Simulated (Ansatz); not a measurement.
# Scandium, fcc under BLYP: ground state and equation of state

What does BLYP give for scandium in the fcc structure? We relax it, solve it on a dense k-mesh, then scale the cell to 7 volumes from 88 to 112 % of the relaxed one and try a fit of the equation of state. Spin polarisation is left out. The k-meshes are 12×12×12 for the relaxation; 19×19×19 for the dense run; 13×13×13 for the volumes.

This is Sc in the fcc structure; at room conditions it is hcp.

Method: DFT BLYP, plane waves (420 eV) with PAW, scalar-relativistic; PAW files made under PBE, frozen cores solved again for the functional, in Ansatz 0.2.0.

### Step 1. The system as given

Symmetry: Fm-3m, No. 225, cubic system. Conventional cell: a = 4.642 Å, b = 4.642 Å, c = 4.642 Å, α = 90.00°, β = 90.00°, γ = 90.00°. Sc (site symmetry m-3m) is surrounded by 12 Sc at 3.28 Å.

Structure file:

```cif
data_structure
_symmetry_space_group_name_H-M 'Fm-3m'
_symmetry_Int_Tables_number 225
_cell_length_a 4.6417
_cell_length_b 4.6417
_cell_length_c 4.6417
_cell_angle_alpha 90.000
_cell_angle_beta 90.000
_cell_angle_gamma 90.000
_cell_volume 100.01
loop_
_atom_site_label
_atom_site_type_symbol
_atom_site_symmetry_multiplicity
_atom_site_Wyckoff_symbol
_atom_site_fract_x
_atom_site_fract_y
_atom_site_fract_z
_atom_site_occupancy
Sc1 Sc 4 a 0.00000 0.00000 0.00000 1
```

### Step 2. Geometry optimisation

File input.yaml:

```yaml
crystal:
  lattice:
    - [0.0, 2.3208600778, 2.3208600778]
    - [2.3208600778, 0.0, 2.3208600778]
    - [2.3208600778, 2.3208600778, 0.0]
  atoms:
    - { symbol: Sc, position: [0.0, 0.0, 0.0] }
hamiltonian:
  xc: blyp
  pseudopotentials:
    kind: paw
    azcp:
      Sc: "pseudopotentials/Sc.paw.azcp"
basis:
  ecutwfc: 420
  fft_grid_basis: typed
kpoints:
  mp_grid: { grid: [12, 12, 12], shift: [0, 0, 0] }
magnetization:
  spin_polarized: false
scf:
  occupations: { method: fermi_dirac, width: 0.1 }
relax:
  max_steps: 60
  f_tol: 0.01
  cell: {}
output:
  write_density: true
  write_potential: true
  elf: true
  volumetric_format: npy
```

Launch:

```sh
$ ansatz run input.yaml --threads 2 --pin off --max-ram 5120MiB --backend cpu --events-out ev --progress --plain --runs-dir out
```

After this run come: The energy on a finer k-mesh; Equation of state: 88 %; Equation of state: 92 %; Equation of state: 96 %; Equation of state: 100 %; Equation of state: 104 %; Equation of state: 108 %; Equation of state: 112 %.

What does the calculation give? Wanted: space group; conventional cell; volume; shortest distance; gap on the mesh; relative to hcp; highest ELF outside the cores; V₀, B₀, B₀′.

The runs gave:

| quantity | value |
| --- | --- |
| space group (spins left aside) | Fm-3m (No. 225) |
| conventional cell | a = 4.646 Å |
| volume | 25.072 Å³/atom |
| shortest distance | 3.285 Å |
| gap on the mesh | none (levels filled in part) |
| relative to hcp | +46 meV/atom |
| highest ELF outside the cores | 0.75, 2.32 Å from the nearest atom |
| V₀, B₀, B₀′ | 24.923 Å³/atom, 49 GPa, 3.4 |

In words: The relaxation enlarged the cell by 0.3 % in volume. It lies 46 meV/atom above the element's reference form at the same level (hcp, from a run of its own). Levels at the Fermi energy are filled in part, as in a metal. The fitted modulus is 49 GPa. Relaxation kept the symmetry; phonons were not checked.
